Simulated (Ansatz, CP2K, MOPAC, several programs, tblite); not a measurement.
Energy against volume for Ga₃BiAs₂ as one 6-atom ordering (P3m1) on the zincblende lattice, at fixed shape and fractional coordinates, computed by several methods (PBE and r2SCAN, where shown, with plane waves in Ansatz); the cell shown is that of r2SCAN. With free coordinates or axes held, a curve is too stiff, and on another method's shape its minimum isn't the method's own volume. It is trigonal, P3m1 (No. 156); a = 4.173 Å, c = 10.237 Å in the conventional setting, 25.73 Å³ an atom. As has 4 Ga at 2.44–2.52 Å; As has 4 Ga at 2.47–2.52 Å; Bi has 4 Ga at 2.65–2.75 Å; Ga has 4 As at 2.47–2.52 Å; Ga has 3 As at 2.52 Å and 1 Bi at 2.75 Å; Ga has 1 As at 2.44 Å and 3 Bi at 2.65 Å. Computed, not measured; no magnetism was allowed, and whether the structure is a known phase isn't checked. Energies count from each curve's lowest point; fits are third-order Birch-Murnaghan.

```
As Bi Ga
1.0
     4.17276    0.00000    0.00000
    -2.08638    3.61372    0.00000
     0.00000    0.00000   10.23665
As Bi Ga
2 1 3
Direct
  0.00000 0.00000 0.01041
  0.33333 0.66667 0.32459
  0.66667 0.33333 0.66404
  0.33333 0.66667 0.08313
  0.66667 0.33333 0.39583
  0.00000 0.00000 0.77200
```

PBE/SZV (CP2K), on the shape of the cell shown:

| V (Å³/atom) | E (meV/atom) |
| --- | --- |
| 22.640 | 219.11 |
| 24.183 | 91.19 |
| 25.727 | 26.59 |
| 27.270 | 0.00 |
| 28.814 | 3.56 |

The points scatter about a smooth fit, so no fit is quoted.

Task: r2SCAN, on the shape of its own relaxed cell, gives
```
V (Å³/atom)  E (meV/atom)
     24.183         19.11
     24.955          4.49
     25.727          0.00
     26.499          4.07
     27.270         15.32
```
What equilibrium volume and bulk modulus follow?

Result: V₀ = 25.72 Å³ an atom and B₀ = 59 GPa.

GFN2-xTB (tblite), on the shape of the cell shown, as a cluster of 54 atoms at the zone centre:
```csv
V (Å³/atom),E (meV/atom)
22.640,368.01
24.183,228.05
25.727,111.70
27.270,37.91
28.814,0.00
```
The lowest point is an end point, so the minimum isn't bracketed.

PM7 (MOPAC), on the shape of the cell shown, as a cluster of 54 atoms at the zone centre:
```csv
V (Å³/atom),E (meV/atom)
22.640,218.40
24.183,72.76
25.727,3.68
27.270,0.00
28.814,42.64
```
The points scatter about a smooth fit, so no fit is quoted.

PBE, on the shape of its own relaxed cell:

| V (Å³/atom) | E (meV/atom) |
| --- | --- |
| 25.242 | 17.06 |
| 26.048 | 4.06 |
| 26.854 | 0.00 |
| 27.659 | 3.45 |
| 28.465 | 13.13 |

V₀ = 26.86 Å³ an atom and B₀ = 49 GPa.
